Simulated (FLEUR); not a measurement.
# AgRh (P-6m2) in FLEUR: a series of runs

The runs below take AgRh through single point, with PBE.

All numbers are computed with FLEUR MaX-R8.1 (later development tree); they aren't measurements. Logs are shortened: lines on timing, memory, paths and dates and some standing lists are left out, and cuts for length are marked.

## 1. Starting point

The structure is hexagonal, space group P-6m2 (No. 187). The conventional cell has a = 2.778 Å, b = 2.778 Å, c = 4.809 Å, α = 90.00°, β = 90.00°, γ = 120.00°. Around Ag (site symmetry -6m2) lie 6 Ag at 2.78 Å and 6 Rh at 2.89 Å. Rh (site symmetry -6m2) has 6 Rh at 2.78 Å and 6 Ag at 2.89 Å as nearest neighbours.

The cell comes from a database or a generator and needn't be the stable form of this composition.

## 2. Single point, PBE

Contents of inp.xml:

```xml
<?xml version="1.0" encoding="UTF-8" standalone="no"?>
<fleurInput fleurInputVersion="0.39">
   <comment>
      AgRh                                                                                                
   </comment>
   <calculationSetup>
      <cutoffs Kmax="5.0" Gmax="25.0" GmaxXC="25.0" numbands="0"/>
      <scfLoop itmax="60" minDistance="0.00001" maxIterBroyd="15" imix="Anderson" alpha="0.05" precondParam="0.0" spinf="2.0" sdNocoIR="T"/>
      <coreElectrons ctail="T" frcor="F" kcrel="0" coretail_lmax="0"/>
      <xcFunctional name="pbe" relativisticCorrections="F"/>
      <magnetism jspins="1"/>
      <soc l_soc="F" theta="0.0" phi="0.0" spav="F"/>
      <expertModes spex="0" secvar="F"/>
      <geometryOptimization l_f="F" forcealpha="1.0" forcemix="BFGS" epsdisp="0.00001" epsforce="0.00001"/>
      <ldaU l_linMix="F" mixParam="0.05" spinf="1.0"/>
   </calculationSetup>
   <cell>
      <bzIntegration valenceElectrons="36.0" mode="hist" fermiSmearingEnergy="0.00183747">
         <kPointListSelection listName="default-1"/>
         <!-- k-points included here -->
         <xi:include xmlns:xi="http://www.w3.org/2001/XInclude" href="kpts.xml"> </xi:include>
      </bzIntegration>
      <!-- symmetry operations included here -->
      <xi:include xmlns:xi="http://www.w3.org/2001/XInclude" href="sym.xml"> </xi:include>
      <bulkLattice scale="1.0">
         <bravaisMatrix>
            <row-1>    5.2488809845427440     0.0000000000000000     0.0000000000000000</row-1>
            <row-2>   -2.6244404922713720     4.5456642740953681     0.0000000000000000</row-2>
            <row-3>    0.0000000000000000     0.0000000000000000     9.0869408222038075</row-3>
         </bravaisMatrix>
      </bulkLattice>
   </cell>
   <atomSpecies>
      <species name="Silver (Ag)" element="Ag" atomicNumber="47">
         <mtSphere radius="2.41" gridPoints="803" logIncrement="0.016"/>
         <atomicCutoffs lmax="12" lnonsphr="8"/>
         <electronConfig flipSpins="F">
            <coreConfig>(1s1/2) (2s1/2) (2p1/2) (2p3/2) (3s1/2) (3p1/2) (3p3/2) (3d3/2) (3d5/2)</coreConfig>
            <valenceConfig>(4s1/2) (4p1/2) (4p3/2) (5s1/2) (4d3/2) (4d5/2)</valenceConfig>
            <stateOccupation state="(5s1/2)" spinUp="0.500000" spinDown="0.500000"/>
         </electronConfig>
         <energyParameters s="5" p="5" d="4" f="4"/>
         <lo type="SCLO" l="0" n="4" eDeriv="0"/>
         <lo type="SCLO" l="1" n="4" eDeriv="0"/>
         <lo type="SCLO" l="1" n="4" eDeriv="1"/>
         <lo type="SCLO" l="2" n="4" eDeriv="2"/>
         <lo type="SCLO" l="3" n="4" eDeriv="2"/>
      </species>
      <species name="Rhodium (Rh)" element="Rh" atomicNumber="45">
         <mtSphere radius="2.41" gridPoints="803" logIncrement="0.016"/>
         <atomicCutoffs lmax="12" lnonsphr="8"/>
         <electronConfig flipSpins="F">
            <coreConfig>(1s1/2) (2s1/2) (2p1/2) (2p3/2) (3s1/2) (3p1/2) (3p3/2) (3d3/2) (3d5/2)</coreConfig>
            <valenceConfig>(4s1/2) (4p1/2) (4p3/2) (5s1/2) (4d3/2) (4d5/2)</valenceConfig>
            <stateOccupation state="(5s1/2)" spinUp="0.500000" spinDown="0.500000"/>
            <stateOccupation state="(4d3/2)" spinUp="1.600000" spinDown="1.600000"/>
            <stateOccupation state="(4d5/2)" spinUp="2.400000" spinDown="2.400000"/>
         </electronConfig>
         <energyParameters s="5" p="5" d="4" f="4"/>
         <lo type="SCLO" l="0" n="4" eDeriv="0"/>
         <lo type="SCLO" l="1" n="4" eDeriv="0"/>
         <lo type="SCLO" l="1" n="4" eDeriv="1"/>
         <lo type="SCLO" l="2" n="4" eDeriv="2"/>
         <lo type="SCLO" l="3" n="4" eDeriv="2"/>
      </species>
   </atomSpecies>
   <atomGroups>
      <atomGroup species="Silver (Ag)">
         <relPos label="                   1">.0000000000 .0000000000 1.000/2.000</relPos>
         <force calculate="T" relaxXYZ="TTT"/>
      </atomGroup>
      <atomGroup species="Rhodium (Rh)">
         <relPos label="                   2">-1.000/3.000 1.000/3.000 .0000000000</relPos>
         <force calculate="T" relaxXYZ="TTT"/>
      </atomGroup>
   </atomGroups>
   <output dos="F" band="F" slice="F">
      <checks vchk="F" cdinf="F"/>
      <bandDOS minEnergy="-.5*Htr" maxEnergy="0.5*Htr" sigma="0.015" storeEVData="T"/>
      <vacuumDOS vacdos="F" integ="F" star="F" nstars="0" locx1="0.0" locy1="0.0" locx2="0.0" locy2="0.0" nstm="0" tworkf="0.0"/>
      <unfoldingBand unfoldBand="F" supercellX="1" supercellY="1" supercellZ="1"/>
      <plotting iplot="0" polar="F">
         <plot TwoD="T" vec1="  1.0  0.0  0.0" vec2="  0.0  1.0  0.0" vec3="  0.0  0.0  1.0" zero="  0.0  0.0  0.0" file="plot"/>
      </plotting>
      <chargeDensitySlicing numkpt="0" minEigenval="0.0" maxEigenval="0.0" nnne="0" pallst="F"/>
      <specialOutput eonly="F"/>
      <moessbauerParams electricFieldGradient="T" isomerShift="T" coreHyperfine="T" valenceHyperfine="T"/>
      <magneticCircularDichroism mcd="F" energyLo="-10.0" energyUp="0.0"/>
   </output>
  <!-- We include the file relax.xml here to enable relaxations (see documentation) -->
  <xi:include xmlns:xi="http://www.w3.org/2001/XInclude" href="relax.xml"> <xi:fallback/> </xi:include>
</fleurInput>
```

Contents of crystal.txt:

```
AgRh
&input cartesian=F /
2.7775881998  0.0000000000  0.0000000000
-1.3887940999  2.4054619423  0.0000000000
0.0000000000  0.0000000000  4.8086020000
1.8897261246
1.0 1.0 1.0

2
47 0.0000000000  0.0000000000  0.5000000000
45 0.6666666667  0.3333333333  0.0000000000

&kpt div1=11 div2=11 div3=6 gamma=T /
```

Potentials or basis: all-electron, FLAPW.

On the command line:

```
> inpgen -f crystal.txt -profile precise
> # inp.xml edited to the form shown
> fleur_MPI
```

Standard output:

```text
Welcome to FLEUR        (www.flapw.de)
      MaX-Release 8.1          (www.max-centre.eu)

 ========== k-point set info ==========
 Selected k-point list: default-1
 k-point list type: mesh
 11 x 11 x 6
 Number of k points: 64

 ------------Calculation Setup---------------------------
 Number of MPI-tasks      :            1
 Number of PE/node        :            1
 Number of OMP-threads    :            1
 Most efficient MPI parallelization for:
           1           2           4           8          16          32          64
 Additional eigenvalue parallelization possible
 Number of basis functions:          540
 Approximate size of matrices (H+S) per k-point:         0.009 GB
 --------------------------------------------------------
 Iteration:     1   Distance:      13.59906077 me/bohr^3
 Iteration:     2   Distance:      11.38332682 me/bohr^3
 Iteration:     3   Distance:       6.14986934 me/bohr^3
 Iteration:     4   Distance:       4.18802186 me/bohr^3
 Iteration:     5   Distance:       4.74212710 me/bohr^3
 Iteration:     6   Distance:       0.75286886 me/bohr^3
 Iteration:     7   Distance:       1.28687347 me/bohr^3
 Iteration:     8   Distance:       0.25295613 me/bohr^3
 Iteration:     9   Distance:       0.17645099 me/bohr^3
 Iteration:    10   Distance:       0.05252692 me/bohr^3
 Iteration:    11   Distance:       0.04047100 me/bohr^3
 Iteration:    12   Distance:       0.00975161 me/bohr^3
 Iteration:    13   Distance:       0.00236744 me/bohr^3
 Iteration:    14   Distance:       0.00062866 me/bohr^3
 Iteration:    15   Distance:       0.00010034 me/bohr^3
 Iteration:    16   Distance:       0.00008786 me/bohr^3
 Iteration:    17   Distance:       0.00003183 me/bohr^3
 Iteration:    18   Distance:       0.00001260 me/bohr^3
 Iteration:    19   Distance:       0.00000664 me/bohr^3

 ********************************************************************
 Run finished successfully
 Stop message:
   all done
 ********************************************************************
```

Wall time 3.5 min (1 thread of Arm Neoverse V2, shared host); peak memory 0.12 GiB.

What came out:

- Free energy: -274904.6528 eV
- Band gap on the k mesh: none (metal or under the smearing width)
- Valence electrons inside the program's atomic spheres: Ag 17.58; Rh 15.40 (radii Ag 2.41, Rh 2.41 bohr)

Core levels (eV from the Fermi level):
```
atom                                                                                                                             levels
1 Ag  1s1/2 -25312.4, 2s1/2 -3723.1, 2p1/2 -3459.5, 2p3/2 -3284.2, 3s1/2 -679.8, 3p1/2 -575.0, 3p3/2 -544.0, 3d3/2 -358.5, 3d5/2 -352.3
2 Rh  1s1/2 -23022.1, 2s1/2 -3333.2, 2p1/2 -3085.7, 2p3/2 -2941.1, 3s1/2 -592.0, 3p1/2 -495.2, 3p3/2 -470.3, 3d3/2 -298.9, 3d5/2 -294.0
```

## 3. Single point, PBE

Edit inp.xml of step 2 so:

```diff
@@ -6,3 +6,3 @@
    <calculationSetup>
-      <cutoffs Kmax="5.0" Gmax="25.0" GmaxXC="25.0" numbands="0"/>
+      <cutoffs Kmax="4.1" Gmax="12.7" GmaxXC="12.7" numbands="0"/>
       <scfLoop itmax="60" minDistance="0.00001" maxIterBroyd="15" imix="Anderson" alpha="0.05" precondParam="0.0" spinf="2.0" sdNocoIR="T"/>
@@ -35,3 +35,3 @@
          <mtSphere radius="2.41" gridPoints="803" logIncrement="0.016"/>
-         <atomicCutoffs lmax="12" lnonsphr="8"/>
+         <atomicCutoffs lmax="10" lnonsphr="10"/>
          <electronConfig flipSpins="F">
@@ -50,3 +50,3 @@
          <mtSphere radius="2.41" gridPoints="803" logIncrement="0.016"/>
-         <atomicCutoffs lmax="12" lnonsphr="8"/>
+         <atomicCutoffs lmax="10" lnonsphr="10"/>
          <electronConfig flipSpins="F">
```

crystal.txt is that of step 2.

Potentials or basis: all-electron, FLAPW.

On the command line:

```
> inpgen -f crystal.txt -profile fastHighL
> # inp.xml edited to the form shown
> fleur_MPI
```

Wall time 77 s (1 thread of Arm Neoverse V2, shared host); peak memory 0.08 GiB.

The run converged. Its results:

```
Free energy                                           : -274904.6367 eV
Band gap on the k mesh                                : none (metal or under the smearing width)
Valence electrons inside the program's atomic spheres : Ag 17.58; Rh 15.40 (radii Ag 2.41, Rh 2.41 bohr)
```

Levels at points of the mesh, in eV from the Fermi level:
```csv
k point,band 15,band 16,band 17,band 18,band 19,band 20,band 21,band 22
"(0.00, 0.00, 0.00)",-3.05,-1.77,-1.77,0.14,0.14,0.19,5.35,16.53
"(0.00, 0.00, 0.50)",-3.13,-2.45,-1.58,-1.58,0.10,0.10,11.55,12.52
```

Core levels (eV from the Fermi level):
| atom | levels |
| --- | --- |
| 1 Ag | 1s1/2 -25312.4, 2s1/2 -3723.1, 2p1/2 -3459.5, 2p3/2 -3284.2, 3s1/2 -679.8, 3p1/2 -575.0, 3p3/2 -544.0, 3d3/2 -358.5, 3d5/2 -352.3 |
| 2 Rh | 1s1/2 -23022.1, 2s1/2 -3333.2, 2p1/2 -3085.7, 2p3/2 -2941.1, 3s1/2 -592.0, 3p1/2 -495.2, 3p3/2 -470.3, 3d3/2 -298.9, 3d5/2 -294.0 |
